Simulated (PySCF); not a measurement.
# C2H6S2Si: the cost of one run

Computed with PySCF 2.14.0. Level: levels as typed in each script, gas phase, geometry from GFN2-xTB.

## Step 1: Starting geometry

11 atoms, charge 0, spin multiplicity 1.

Bond lengths: C1–Si2 1.896 Å, C1–H3 1.087 Å, C1–H4 1.087 Å, C1–H5 1.086 Å, Si2–H6 1.464 Å, Si2–H7 1.464 Å, Si2–H8 1.466 Å, S9–C10 1.550 Å, C10–S11 1.550 Å. Angles: Si2–C1–H3 111.4°, Si2–C1–H4 111.4°, Si2–C1–H5 111.2°, H3–C1–H4 107.6°, H3–C1–H5 107.5°, H4–C1–H5 107.5°, C1–Si2–H6 109.5°, C1–Si2–H7 109.5°, C1–Si2–H8 109.7°, H6–Si2–H7 109.7°, H6–Si2–H8 109.2°, H7–Si2–H8 109.2°, S9–C10–S11 179.9°.

Coordinates:

```
C    -1.8562    0.0469    1.2574
Si   -2.4339   -0.0258   -0.5465
H    -1.2677    0.9400    1.4495
H    -1.2422   -0.8128    1.5121
H    -2.7015    0.0589    1.9398
H    -3.2638    1.1436   -0.8407
H    -3.2092   -1.2488   -0.7613
H    -1.2710   -0.0288   -1.4393
S     1.5233    1.5504   -0.0627
C     1.5300    0.0008   -0.0469
S     1.5384   -1.5489   -0.0293
```

## Step 2: Binding of the two fragments (CAM-B3LYP/def2-svpd)

input.py

```python
import numpy as np
from pyscf import gto, scf, dft
from pyscf.scf import atom_ks, atom_hf
from scipy.linalg import block_diag
from pyscf.dispersion import dftd3

def solve(mol, dm0=None, hcore=None):
    mf = (dft.UKS if mol.spin else dft.RKS)(mol, xc='camb3lyp')
    mf.grids.level = 3
    mf = mf.density_fit(auxbasis='def2-universal-jkfit')
    mf.conv_tol, mf.max_cycle = 1e-8, 80
    if hcore is not None:
        mf.get_hcore = lambda *args: hcore
    mf.kernel(dm0)
    if not mf.converged:
        mf = mf.newton().run(mf.mo_coeff, mf.mo_occ, max_cycle=30)
    assert mf.converged, 'SCF not converged'
    return mf

mol = gto.M(atom='''
C     -1.85621     0.04686     1.25737
Si    -2.43392    -0.02583    -0.54653
H     -1.26772     0.93996     1.44952
H     -1.24219    -0.81283     1.51213
H     -2.70150     0.05887     1.93976
H     -3.26377     1.14363    -0.84065
H     -3.20920    -1.24877    -0.76130
H     -1.27099    -0.02878    -1.43929
S      1.52335     1.55041    -0.06269
C      1.53004     0.00076    -0.04689
S      1.53836    -1.54892    -0.02929
''', basis='def2-svpd', charge=0, spin=0, verbose=4)
mol_a = gto.M(atom='''
C     -1.85621     0.04686     1.25737
Si    -2.43392    -0.02583    -0.54653
H     -1.26772     0.93996     1.44952
H     -1.24219    -0.81283     1.51213
H     -2.70150     0.05887     1.93976
H     -3.26377     1.14363    -0.84065
H     -3.20920    -1.24877    -0.76130
H     -1.27099    -0.02878    -1.43929
ghost-S      1.52335     1.55041    -0.06269
ghost-C      1.53004     0.00076    -0.04689
ghost-S      1.53836    -1.54892    -0.02929
''', basis='def2-svpd', charge=0, spin=0, verbose=4)
mol_b = gto.M(atom='''
ghost-C     -1.85621     0.04686     1.25737
ghost-Si    -2.43392    -0.02583    -0.54653
ghost-H     -1.26772     0.93996     1.44952
ghost-H     -1.24219    -0.81283     1.51213
ghost-H     -2.70150     0.05887     1.93976
ghost-H     -3.26377     1.14363    -0.84065
ghost-H     -3.20920    -1.24877    -0.76130
ghost-H     -1.27099    -0.02878    -1.43929
S      1.52335     1.55041    -0.06269
C      1.53004     0.00076    -0.04689
S      1.53836    -1.54892    -0.02929
''', basis='def2-svpd', charge=0, spin=0, verbose=4)
ab, a, b = solve(mol), solve(mol_a), solve(mol_b)
e_int = ab.e_tot - a.e_tot - b.e_tot
print('counterpoise-corrected interaction energy / kcal/mol', e_int * 627.5095)
def disp(atoms, charge):
    m = gto.M(atom=atoms, charge=charge, basis='sto-3g', spin=None, unit='Bohr', verbose=0)
    return dftd3.DFTD3Dispersion(m, xc='camb3lyp', version='d3bj').get_dispersion()['energy']
e_disp = disp(mol._atom, mol.charge) - disp(mol._atom[:8], mol_a.charge) - disp(mol._atom[8:], mol_b.charge)
print('D3(BJ) part / kcal/mol', e_disp * 627.5095)
# spherically averaged free atoms, for the promolecule
atm = atom_ks.get_atm_nrks(mol, xc='camb3lyp')
pro = block_diag(*[(atm[a[0]][2] * atm[a[0]][3]) @ atm[a[0]][2].T for a in mol._atom])
np.savez('result.npz', e_int=e_int, e_disp=e_disp, dm_a=a.make_rdm1(), dm_b=b.make_rdm1(), c=ab.mo_coeff, occ=ab.mo_occ, eps=ab.mo_energy, pro=pro, d=[f.dip_moment(verbose=0) for f in (ab, a, b)])
```

Run with:

```console
$ OMP_NUM_THREADS=1 python input.py
```

**Question.** How long does this run take on 1 thread of Arm Neoverse V2, shared host, and how much memory does it need?

About 58 s, with a peak of 0.91 GiB.
